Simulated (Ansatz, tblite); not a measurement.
# The cluster Sn6Te12: one state, many levels

Aim: run the singlet of the cluster Sn6Te12 at one geometry on many levels, and compare frontier levels, spin and run time.

Program: Ansatz 0.2.0, Gaussian basis. Level of theory: as each input shows. These are calculated values, not measurements.

Plan: GFN1-xTB, GFN2-xTB, PBE-D4/def2-SVP, r2SCAN-D4/def2-SVP, r2SCAN0-D4/def2-SVP, r2SCAN-D4/def2-mTZVP, MP2/def2-SVP, RPA/def2-SVP.

5 further runs of the same task are left out: 2 for a known fault of the program, 1 that didn't finish, 2 set aside as unsound or not needed.

### Step 1. The structure

The geometry is that of the singlet, from an earlier relaxation (PBE-D4/def2-SVP). At that level it is the lowest of the isomers that a small search found.

18 atoms, charge 0, spin multiplicity 1.

Bond lengths: Sn1–Te10 2.979 Å, Sn1–Te12 3.136 Å, Sn1–Te13 2.839 Å, Sn1–Te17 3.231 Å, Sn1–Te18 3.300 Å, Sn2–Te7 3.321 Å, Sn2–Te10 2.913 Å, Sn2–Te13 3.015 Å, Sn2–Te14 3.151 Å, Sn3–Sn6 3.108 Å, Sn3–Te8 2.879 Å, Sn3–Te9 2.940 Å, Sn4–Te7 2.818 Å, Sn4–Te11 3.025 Å, Sn4–Te14 2.946 Å, Sn4–Te16 2.865 Å, Sn5–Te9 2.932 Å, Sn5–Te11 2.919 Å and more. Angles: Te10–Sn1–Te12 85.5°, Te10–Sn1–Te13 71.1°, Te10–Sn1–Te17 174.1°, Te10–Sn1–Te18 88.3°, Te12–Sn1–Te13 113.2°, Te12–Sn1–Te17 88.7°, Te12–Sn1–Te18 53.9°, Te13–Sn1–Te17 112.5°, Te13–Sn1–Te18 157.3°, Te17–Sn1–Te18 87.3°, Te7–Sn2–Te10 97.8°, Te7–Sn2–Te13 153.6°, Te7–Sn2–Te14 56.2°, Te10–Sn2–Te13 69.7°, Te10–Sn2–Te14 90.6°, Te13–Sn2–Te14 99.6°, Sn6–Sn3–Te8 100.4°, Sn6–Sn3–Te9 120.7° and more.

Sn, Te take a core potential in the def2 sets. No spin-orbit coupling is included.

PBE0-D4/def2-SVP was run before; its log isn't repeated, and its numbers join the tables.

### Step 2. GFN1-xTB

Tight binding, by tblite at 300 K electronic temperature and without a spin-polarisation term:

```python
tblite.interface.Calculator('GFN1-xTB', numbers, positions, charge=0, uhf=0).singlepoint()
```

Energy -1663.2772 eV, HOMO -8.74 eV, LUMO -8.20 eV; 0.17 s.

### Step 3. GFN2-xTB

Tight binding, by tblite at 300 K electronic temperature and without a spin-polarisation term:

```python
tblite.interface.Calculator('GFN2-xTB', numbers, positions, charge=0, uhf=0).singlepoint()
```

Energy -1377.1974 eV, HOMO -9.30 eV, LUMO -8.45 eV; 1.2 s.

### Step 4. PBE-D4/def2-SVP

start.molden holds the orbitals of an earlier run on this state, given as this run's starting guess.

in.yaml

```yaml
crystal:
  periodic: [false, false, false]
  atoms:
    - {symbol: Sn, position_ang: [0.311396, -0.130388, 0.613583]}
    - {symbol: Sn, position_ang: [0.995698, -3.766896, 0.784809]}
    - {symbol: Sn, position_ang: [-3.869180, 3.917702, -0.261821]}
    - {symbol: Sn, position_ang: [-3.462805, -2.969955, 0.022745]}
    - {symbol: Sn, position_ang: [-3.510319, 0.094443, -3.589383]}
    - {symbol: Sn, position_ang: [-0.822095, 3.754189, 0.329563]}
    - {symbol: Te, position_ang: [-1.800210, -5.228103, -0.252808]}
    - {symbol: Te, position_ang: [-4.917019, 2.464078, 1.991057]}
    - {symbol: Te, position_ang: [-5.090051, 2.216783, -2.326377]}
    - {symbol: Te, position_ang: [-0.183847, -2.059419, 2.829401]}
    - {symbol: Te, position_ang: [-4.837848, -0.501985, -1.058827]}
    - {symbol: Te, position_ang: [-0.576037, 2.072863, 2.661902]}
    - {symbol: Te, position_ang: [2.763486, -1.381401, 1.306100]}
    - {symbol: Te, position_ang: [-0.917417, -2.536782, -1.395293]}
    - {symbol: Te, position_ang: [-0.609108, 0.145693, -3.026953]}
    - {symbol: Te, position_ang: [-3.053850, -1.958748, 2.672156]}
    - {symbol: Te, position_ang: [0.689920, 2.186808, -1.605986]}
    - {symbol: Te, position_ang: [-2.758117, 1.001118, 1.046432]}
basis:
  gaussian: {orbitals: def2-SVP, fitting: {mean_field: def2-universal-jkfit}, initial_orbitals: start.molden}
hamiltonian: {xc: pbe, dispersion: d4}
scf: {omitted_lower_state_checks: [starts]}
output: {forces: true, orbitals: {seedname: orbitals}}
```

On the command line:

```
$ ansatz run in.yaml --threads 2 --pin off --events-out ev --progress --plain --max-ram 31744MiB --backend cuda --devices 0, --max-vram 18GiB
```

After this run come: r2SCAN-D4/def2-SVP; r2SCAN0-D4/def2-SVP; r2SCAN-D4/def2-mTZVP; MP2/def2-SVP; RPA/def2-SVP.

Q: Predict the results of all the runs planned. Wanted: gap in def2-SVP, named functionals, smallest and largest; correlation energy, MP2/def2-SVP; binding an atom, functionals in def2-SVP.

**Answer**, as computed:

| quantity | value |
| --- | --- |
| gap in def2-SVP, named functionals, smallest and largest | 0.86 eV (PBE-D4), 1.90 eV (r2SCAN0-D4) |
| correlation energy, MP2/def2-SVP | -60.31 eV |
| binding an atom, functionals in def2-SVP | 2.32 (r2SCAN0-D4) to 2.76 eV (PBE-D4) |

What this shows: Orbital gaps of the named functionals in def2-SVP span 0.86 eV (PBE-D4) to 1.90 eV (r2SCAN0-D4); exact exchange widens it.
